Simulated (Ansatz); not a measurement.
**Rh: a strain scan**

This session takes Rh and sets out to see how energy and stress answer to the strain pattern (0, 0, 1, 0, 0, 0).

Computed with Ansatz 0.2.0 (DFT PBEsol, scalar-relativistic, plane waves, PAW, unless a step's input says otherwise).

## 1. The structure to begin with

Symmetry: Fm-3m, No. 225, cubic system. The conventional cell has a = 3.803 Å, b = 3.803 Å, c = 3.803 Å, α = 90.00°, β = 90.00°, γ = 90.00°. Around Rh (site symmetry m-3m) lie 12 Rh at 2.69 Å.

As a file:

```
CELL_PARAMETERS angstrom
0.00000 1.90155 1.90155
1.90155 0.00000 1.90155
1.90155 1.90155 0.00000
ATOMIC_POSITIONS crystal
Rh 0.00000 0.00000 0.00000
```

The cell is taken as given, not relaxed at this level.

## 2. The reference cell

The reference gives a free energy of -6338.7493 eV, pressure -5.07 GPa, largest force 0.000 eV/Å and gap on the mesh none (metal). It was computed beforehand with the settings of the runs below.

## 3. Next: a strain scan

The cell is strained by ε times the Voigt pattern (0, 0, 1, 0, 0, 0) (xx, yy, zz, yz, xz, xy; engineering shear), with fractional coordinates fixed (clamped ions). The stress on the pattern is the sum of the stress components weighted by it, tension positive.

## 4. Point ε = -0.0200

Contents of input.yaml:

```yaml
crystal:
  lattice:
    - [0.0, 1.90155, 1.863519]
    - [1.90155, 0.0, 1.863519]
    - [1.90155, 1.90155, 0.0]
  atoms:
    - { symbol: Rh, position: [0.0, 0.0, 0.0] }
basis:
  ecutwfc: 420
kpoints:
  mp_grid: { grid: [22, 22, 22] }
hamiltonian:
  xc: pbesol
scf:
  occupations: { method: gaussian, width: 0.15 }
output:
  forces: true
  stress: true
  eigenvalues: true
```

Command:

```sh
$ ansatz run input.yaml --threads 1 --pin off --max-ram 2560MiB --backend cpu --events-out ev --progress --plain --runs-dir out
```

## 5. ε = 0.0150

input.yaml, as its differences from that of step 4:

```diff
@@ -2,4 +2,4 @@
   lattice:
-    - [0.0, 1.90155, 1.863519]
-    - [1.90155, 0.0, 1.863519]
+    - [0.0, 1.90155, 1.93007325]
+    - [1.90155, 0.0, 1.93007325]
     - [1.90155, 1.90155, 0.0]
```

## 6. At ε = -0.0100

input.yaml, as its differences from that of step 5:

```diff
@@ -2,4 +2,4 @@
   lattice:
-    - [0.0, 1.90155, 1.93007325]
-    - [1.90155, 0.0, 1.93007325]
+    - [0.0, 1.90155, 1.8825345]
+    - [1.90155, 0.0, 1.8825345]
     - [1.90155, 1.90155, 0.0]
```

## 7. At ε = 0.0050

input.yaml, as its differences from that of step 6:

```diff
@@ -2,4 +2,4 @@
   lattice:
-    - [0.0, 1.90155, 1.8825345]
-    - [1.90155, 0.0, 1.8825345]
+    - [0.0, 1.90155, 1.91105775]
+    - [1.90155, 0.0, 1.91105775]
     - [1.90155, 1.90155, 0.0]
@@ -19 +19,5 @@
   eigenvalues: true
+  write_density: true
+  write_potential: true
+  elf: true
+  volumetric_format: npy
```

## 8. Point ε = 0.0200

Contents of input.yaml:

```yaml
crystal:
  lattice:
    - [0.0, 1.90155, 1.939581]
    - [1.90155, 0.0, 1.939581]
    - [1.90155, 1.90155, 0.0]
  atoms:
    - { symbol: Rh, position: [0.0, 0.0, 0.0] }
basis:
  ecutwfc: 420
kpoints:
  mp_grid: { grid: [22, 22, 22] }
hamiltonian:
  xc: pbesol
scf:
  occupations: { method: gaussian, width: 0.15 }
output:
  forces: true
  stress: true
  eigenvalues: true
```

## 9. At ε = -0.0150

input.yaml, as its differences from that of step 8:

```diff
@@ -2,4 +2,4 @@
   lattice:
-    - [0.0, 1.90155, 1.939581]
-    - [1.90155, 0.0, 1.939581]
+    - [0.0, 1.90155, 1.87302675]
+    - [1.90155, 0.0, 1.87302675]
     - [1.90155, 1.90155, 0.0]
```

## 10. Point ε = 0.0100

input.yaml, as its differences from that of step 9:

```diff
@@ -2,4 +2,4 @@
   lattice:
-    - [0.0, 1.90155, 1.87302675]
-    - [1.90155, 0.0, 1.87302675]
+    - [0.0, 1.90155, 1.9205655]
+    - [1.90155, 0.0, 1.9205655]
     - [1.90155, 1.90155, 0.0]
```

## 11. ε = -0.0050

input.yaml, as its differences from that of step 10:

```diff
@@ -2,4 +2,4 @@
   lattice:
-    - [0.0, 1.90155, 1.9205655]
-    - [1.90155, 0.0, 1.9205655]
+    - [0.0, 1.90155, 1.89204225]
+    - [1.90155, 0.0, 1.89204225]
     - [1.90155, 1.90155, 0.0]
```

## 12. Point ε = 0.0175

input.yaml, as its differences from that of step 11:

```diff
@@ -2,4 +2,4 @@
   lattice:
-    - [0.0, 1.90155, 1.89204225]
-    - [1.90155, 0.0, 1.89204225]
+    - [0.0, 1.90155, 1.934827125]
+    - [1.90155, 0.0, 1.934827125]
     - [1.90155, 1.90155, 0.0]
@@ -19 +19,5 @@
   eigenvalues: true
+  write_density: true
+  write_potential: true
+  elf: true
+  volumetric_format: npy
```

(Steps that only read results are left out.)

**Question.** What will these runs give? Wanted: slope of the stress at ε = 0, over ±0.0050.

As calculated:

| quantity | value |
| --- | --- |
| slope of the stress at ε = 0, over ±0.0050 | 434 GPa |

**Reading.** From the stress slope, C33 is about 434 GPa with the ions clamped. The reference stands under -5.1 GPa, so this is no zero-stress constant. The energy drops below the reference, by 2.4 meV/atom at ε = -0.0100; the cell was taken as given and not relaxed at this level.
